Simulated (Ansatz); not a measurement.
Task: a convergence test of the plane-wave cutoff of K3Re, space group Fm-3m, with Ansatz's Python interface. Give the script and its output. Settings (first run): PBE, PAW, cutoff 250 eV, 4×4×4 k-points, Fermi-Dirac smearing of 0.1 eV. The script varies cutoff (eV): 250, 300, 350, 400.

```
CELL_PARAMETERS angstrom
0.00000 4.41662 4.41662
4.41662 0.00000 4.41662
4.41662 4.41662 0.00000
ATOMIC_POSITIONS crystal
K 0.75000 0.75000 0.75000
K 0.25000 0.25000 0.25000
K 0.50000 0.50000 0.50000
Re 0.00000 0.00000 0.00000
```

Script `ecut_k3re.py`:
```python
import logging
import sys

import ansatz as az
import pandas as pd

logging.basicConfig(stream=sys.stdout, format="[%(levelname)s] %(message)s")
logger = logging.getLogger("k3re")
logger.setLevel(logging.INFO)

params = {
    "filling": "fermi_dirac",
    "smearing_width": 0.1,
}


def main() -> None:
    cell = (
        az.Lattice.of((0.0, 4.41662, 4.41662), (4.41662, 0.0, 4.41662), (4.41662, 4.41662, 0.0))
        .atom("K", (0.75, 0.75, 0.75))
        .atom("K", (0.25, 0.25, 0.25))
        .atom("K", (0.5, 0.5, 0.5))
        .atom("Re", (0.0, 0.0, 0.0))
    )

    setup = (
        cell.calculation()
        .functional(az.Functional.PBE)
        .kpoints(4)
        .occupations(params["filling"], width=params["smearing_width"])
    )

    rows = []
    for value in [250, 300, 350, 400]:
        r = setup.basis(value).run(threads=1, pin="off").report
        rows.append((value, r["free_energy_ev"] / len(r["lattice"]["sites"]), r["n_iterations"], r["n_pw"]))

    table = pd.DataFrame(rows, columns=["cutoff (eV)", "F/atom (eV)", "iterations", "plane waves"])
    print(table.round(5).to_string(index=False))

    for row in rows[:-1]:
        shift = 1000 * (row[1] - rows[-1][1])
        logger.info(f"{row[0]}: {shift:+.2f} meV/atom" + ("  (within 5 meV)" if abs(shift) < 5 else ""))


if __name__ == "__main__":
    main()
```

```console
$ python ecut_k3re.py
DeckWarning: basis.ecutwfc = 250 eV is below the records' recommended 420 eV, and the density's cutoff is lower with it unless basis.ecutrho_ratio is high enough to keep the records' density cutoff: compare with a run at a higher cutoff
DeckWarning: basis.ecutwfc = 300 eV is below the records' recommended 420 eV, and the density's cutoff is lower with it unless basis.ecutrho_ratio is high enough to keep the records' density cutoff: compare with a run at a higher cutoff
DeckWarning: basis.ecutwfc = 350 eV is below the records' recommended 420 eV, and the density's cutoff is lower with it unless basis.ecutrho_ratio is high enough to keep the records' density cutoff: compare with a run at a higher cutoff
DeckWarning: basis.ecutwfc = 400 eV is below the records' recommended 420 eV, and the density's cutoff is lower with it unless basis.ecutrho_ratio is high enough to keep the records' density cutoff: compare with a run at a higher cutoff
 cutoff (eV)  F/atom (eV)  iterations  plane waves
         250  -3868.27137           7         1471
         300  -3868.57855           7         2085
         350  -3868.60904           7         2637
         400  -3868.61062           7         3119
[INFO] 250: +339.26 meV/atom
[INFO] 300: +32.08 meV/atom
[INFO] 350: +1.58 meV/atom  (within 5 meV)
```
(Warnings from the package without file and line.)

For a metal this k-point mesh is coarse: on a finer one energies can move by several to tens of meV an atom and pressures by half a GPa or more, differences at one mesh by less. Spin-orbit coupling, which matters for elements this heavy, is left out. The structure comes from a database of computed cells and needn't be a stable or known phase. Shifts are counted from the last row, which is itself no proven limit. By the engine's processor time: 3.6 s on 1 thread of Intel(R) Xeon(R) Processor @ 2.30GHz, with other jobs on the host, peak memory 0.6 GiB.
